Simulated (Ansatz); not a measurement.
# Au (fcc): the cost of one run

Computed with Ansatz 0.2.0 (DFT LDA, scalar-relativistic, plane waves, norm-conserving pseudopotentials, unless a step's input says otherwise).

## (1) The system as given

It takes space group Fm-3m (No. 225, cubic). Conventional cell: a = 4.118 Å, b = 4.118 Å, c = 4.118 Å, α = 90.00°, β = 90.00°, γ = 90.00°. Au (site symmetry m-3m) is surrounded by 12 Au at 2.91 Å.

As a file:

```cif
data_structure
_symmetry_space_group_name_H-M 'P 1'
_symmetry_Int_Tables_number 1
_cell_length_a 2.9121
_cell_length_b 2.9121
_cell_length_c 2.9121
_cell_angle_alpha 60.000
_cell_angle_beta 60.000
_cell_angle_gamma 60.000
_cell_volume 17.46
loop_
_atom_site_label
_atom_site_type_symbol
_atom_site_fract_x
_atom_site_fract_y
_atom_site_fract_z
_atom_site_occupancy
Au1 Au 0.00000 0.00000 0.00000 1
```

## (2) Volume × 1.03

The input, input.yaml:

```yaml
crystal:
  lattice:
    - [0.0, 2.0591894318, 2.0591894318]
    - [2.0591894318, 0.0, 2.0591894318]
    - [2.0591894318, 2.0591894318, 0.0]
  atoms:
    - { symbol: Au, position: [0.0, 0.0, 0.0] }
scf:
  occupations: { method: gaussian, width: 0.05 }
output:
  forces: true
  stress: true
  eigenvalues: true
  write_density: true
  write_potential: true
  elf: true
  volumetric_format: npy
hamiltonian:
  xc: lda
  pseudopotentials: { kind: nc }
kpoints:
  mp_grid: { grid: [22, 22, 22] }
```

On the command line:

```bash
$ ansatz run input.yaml --threads 1 --pin off --max-ram 2867MiB --backend cpu --events-out ev --progress --plain --runs-dir out
```

Q: Estimate wall time and peak memory on 1 thread of Intel Xeon at 2.30GHz, shared host.

About 13 s, with a peak of 0.49 GiB.
